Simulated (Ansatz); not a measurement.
# Si23H4O48: the cost of one run

Computed with Ansatz 0.2.0 (DFT r2SCAN, scalar-relativistic, plane waves, PAW, unless a step's input says otherwise).

### 1 The system as given

Symmetry: P1, No. 1, triclinic system. The conventional cell has a = 9.832 Å, b = 9.832 Å, c = 10.818 Å, α = 90.00°, β = 90.00°, γ = 120.00°. Si (site symmetry 1) is surrounded by 4 O at 1.62 to 1.63 Å. O (site symmetry 1) is surrounded by 2 Si at 1.63 Å. O (site symmetry 1) has 2 Si at 1.62 to 1.63 Å as nearest neighbours. Only part of the 75 independent sites is listed.

As a file:

```
CELL_PARAMETERS angstrom
9.83160 0.00000 0.00000
-4.91580 8.51441 0.00000
0.00000 0.00000 10.81820
ATOMIC_POSITIONS crystal
Si 0.26684 0.00098 0.16347
Si 0.00285 0.27037 0.33570
Si 0.23061 0.23541 0.00010
O 0.06877 0.20662 0.44624
O 0.29612 0.36583 0.10991
O 0.14021 0.43474 0.27866
O 0.20246 0.06990 0.05539
O 0.36238 0.29444 0.39136
O 0.43070 0.13842 0.22135
Si 0.26535 0.99775 0.66365
Si 0.99321 0.26636 0.83503
Si 0.23231 0.22851 0.50175
O 0.06543 0.20987 0.94571
O 0.30388 0.35177 0.61665
O 0.13567 0.42902 0.77808
O 0.19971 0.05743 0.54993
O 0.35846 0.29582 0.88797
O 0.42848 0.13645 0.72173
Si 0.26828 0.50274 0.16721
Si 0.99978 0.76761 0.33315
Si 0.23386 0.73303 0.99665
O 0.06790 0.70632 0.44383
O 0.29912 0.86841 0.10315
O 0.13683 0.93004 0.27352
O 0.20408 0.56985 0.05801
O 0.36398 0.79940 0.38658
O 0.43429 0.64068 0.22152
Si 0.99892 0.76669 0.83271
Si 0.23443 0.73561 0.49762
O 0.06775 0.70498 0.94236
O 0.29936 0.86433 0.60902
O 0.13503 0.93004 0.77389
O 0.20585 0.56995 0.55544
O 0.35939 0.78706 0.88338
O 0.45745 0.64843 0.71430
Si 0.76924 0.00430 0.16724
Si 0.49845 0.26709 0.33264
Si 0.72664 0.23202 0.00030
O 0.56833 0.20467 0.44119
O 0.79072 0.36288 0.10970
O 0.63447 0.43318 0.27686
O 0.70322 0.06912 0.05732
O 0.86583 0.29920 0.39139
O 0.93374 0.14158 0.22412
Si 0.76572 0.00123 0.66690
Si 0.49457 0.26577 0.83203
Si 0.73277 0.23381 0.49924
O 0.56175 0.20462 0.94369
O 0.79140 0.36227 0.61097
O 0.63035 0.43231 0.77517
O 0.70537 0.06909 0.55548
O 0.85400 0.29271 0.88822
O 0.93076 0.13663 0.72449
Si 0.76517 0.50083 0.16730
Si 0.50119 0.77037 0.33205
Si 0.73508 0.73690 0.00121
O 0.56846 0.70787 0.44230
O 0.79902 0.86851 0.11014
O 0.63944 0.93563 0.27729
O 0.70548 0.57144 0.05743
O 0.86379 0.79712 0.38999
O 0.93059 0.63562 0.22438
Si 0.76319 0.49956 0.66634
Si 0.50465 0.76921 0.83163
Si 0.73275 0.73549 0.49969
O 0.56975 0.70901 0.94538
O 0.79447 0.86456 0.61073
O 0.63681 0.93933 0.77827
O 0.70413 0.56993 0.55610
O 0.86338 0.79661 0.88968
O 0.92852 0.63351 0.72462
H 0.45230 0.54777 0.72534
H 0.24518 0.35521 0.66329
H 0.30280 0.58497 0.59564
H 0.11633 0.47967 0.70696
```

The structure rests on an entry of the Crystallography Open Database; cell or positions may have been set otherwise for this series.

### 2 Single point: Si23H4O48 defect cell, no spin

input.yaml

```yaml
crystal:
  lattice:
    - [9.8316, 0.0, 0.0]
    - [-4.9158, 8.514415, 0.0]
    - [0.0, 0.0, 10.8182]
  atoms:
    - { symbol: Si, position: [0.266843, 0.00097674, 0.16347] }
    - { symbol: Si, position: [0.0028516, 0.270368, 0.335705] }
    - { symbol: Si, position: [0.230605, 0.235408, 0.00010073] }
    - { symbol: O, position: [0.068765, 0.206621, 0.44624] }
    - { symbol: O, position: [0.296124, 0.365827, 0.109908] }
    - { symbol: O, position: [0.140206, 0.434745, 0.278663] }
    - { symbol: O, position: [0.20246, 0.069896, 0.055395] }
    - { symbol: O, position: [0.362378, 0.294436, 0.391361] }
    - { symbol: O, position: [0.430699, 0.138418, 0.221353] }
    - { symbol: Si, position: [0.265348, 0.9977494, 0.66365] }
    - { symbol: Si, position: [0.9932126, 0.266356, 0.83503] }
    - { symbol: Si, position: [0.232311, 0.228511, 0.501752] }
    - { symbol: O, position: [0.065432, 0.209873, 0.945715] }
    - { symbol: O, position: [0.303882, 0.351771, 0.616648] }
    - { symbol: O, position: [0.13567, 0.429017, 0.77808] }
    - { symbol: O, position: [0.199712, 0.057432, 0.54993] }
    - { symbol: O, position: [0.358455, 0.295822, 0.887965] }
    - { symbol: O, position: [0.428484, 0.136452, 0.721728] }
    - { symbol: Si, position: [0.268282, 0.502739, 0.167211] }
    - { symbol: Si, position: [0.99978038, 0.767614, 0.333148] }
    - { symbol: Si, position: [0.233864, 0.733029, 0.9966533] }
    - { symbol: O, position: [0.067901, 0.706322, 0.443832] }
    - { symbol: O, position: [0.299116, 0.868409, 0.10315] }
    - { symbol: O, position: [0.136833, 0.930038, 0.273522] }
    - { symbol: O, position: [0.204078, 0.569852, 0.058014] }
    - { symbol: O, position: [0.363978, 0.799398, 0.38658] }
    - { symbol: O, position: [0.434295, 0.640684, 0.221519] }
    - { symbol: Si, position: [0.9989205, 0.766693, 0.832714] }
    - { symbol: Si, position: [0.234429, 0.735614, 0.497622] }
    - { symbol: O, position: [0.067746, 0.704981, 0.942361] }
    - { symbol: O, position: [0.299362, 0.864331, 0.609024] }
    - { symbol: O, position: [0.135035, 0.930038, 0.773895] }
    - { symbol: O, position: [0.205853, 0.56995, 0.555435] }
    - { symbol: O, position: [0.359388, 0.787059, 0.883378] }
    - { symbol: O, position: [0.457452, 0.648434, 0.714304] }
    - { symbol: Si, position: [0.769241, 0.0042952, 0.167239] }
    - { symbol: Si, position: [0.498452, 0.267089, 0.332638] }
    - { symbol: Si, position: [0.726642, 0.232024, 0.0002954] }
    - { symbol: O, position: [0.568334, 0.204666, 0.441189] }
    - { symbol: O, position: [0.790721, 0.362883, 0.109704] }
    - { symbol: O, position: [0.634473, 0.433181, 0.276856] }
    - { symbol: O, position: [0.70322, 0.069122, 0.057317] }
    - { symbol: O, position: [0.865829, 0.299199, 0.391395] }
    - { symbol: O, position: [0.933744, 0.141576, 0.22412] }
    - { symbol: Si, position: [0.765718, 0.0012322, 0.6669] }
    - { symbol: Si, position: [0.494575, 0.265766, 0.832027] }
    - { symbol: Si, position: [0.732773, 0.233808, 0.499237] }
    - { symbol: O, position: [0.561748, 0.204616, 0.943686] }
    - { symbol: O, position: [0.791402, 0.362269, 0.610967] }
    - { symbol: O, position: [0.630351, 0.432309, 0.775171] }
    - { symbol: O, position: [0.705366, 0.069091, 0.555479] }
    - { symbol: O, position: [0.853998, 0.29271, 0.888217] }
    - { symbol: O, position: [0.930764, 0.136627, 0.724491] }
    - { symbol: Si, position: [0.765174, 0.500834, 0.167298] }
    - { symbol: Si, position: [0.501188, 0.770367, 0.332053] }
    - { symbol: Si, position: [0.735083, 0.736902, 0.0012113] }
    - { symbol: O, position: [0.568465, 0.707867, 0.442299] }
    - { symbol: O, position: [0.79902, 0.868506, 0.110139] }
    - { symbol: O, position: [0.639442, 0.93563, 0.277285] }
    - { symbol: O, position: [0.70548, 0.571443, 0.057434] }
    - { symbol: O, position: [0.863787, 0.797116, 0.389989] }
    - { symbol: O, position: [0.930587, 0.635619, 0.22438] }
    - { symbol: Si, position: [0.763194, 0.499559, 0.666338] }
    - { symbol: Si, position: [0.504648, 0.76921, 0.831628] }
    - { symbol: Si, position: [0.732749, 0.735492, 0.499688] }
    - { symbol: O, position: [0.569754, 0.709008, 0.945383] }
    - { symbol: O, position: [0.794469, 0.864558, 0.610728] }
    - { symbol: O, position: [0.636808, 0.939326, 0.778268] }
    - { symbol: O, position: [0.704132, 0.569933, 0.556105] }
    - { symbol: O, position: [0.863381, 0.79661, 0.889681] }
    - { symbol: O, position: [0.928516, 0.633508, 0.724622] }
    - { symbol: H, position: [0.452299, 0.547766, 0.72534] }
    - { symbol: H, position: [0.24517655, 0.35520763, 0.66329277] }
    - { symbol: H, position: [0.302798, 0.584967, 0.595636] }
    - { symbol: H, position: [0.116332, 0.479666, 0.706956] }
scf:
  occupations: { method: gaussian, width: 0.02 }
output:
  stress: false
  eigenvalues: true
kpoints:
  mp_grid: { grid: [1, 1, 1] }
hamiltonian:
  xc: r2scan
```

Launch:

```bash
$ ansatz run input.yaml --threads 4 --pin off --max-ram 16384MiB --backend cpu --events-out ev --progress --plain --runs-dir out
```

What time and memory should one allow on 4 threads of Intel Xeon Platinum 8488C (Sapphire Rapids), shared host?

About 12 s, with a peak of 2.3 GiB.
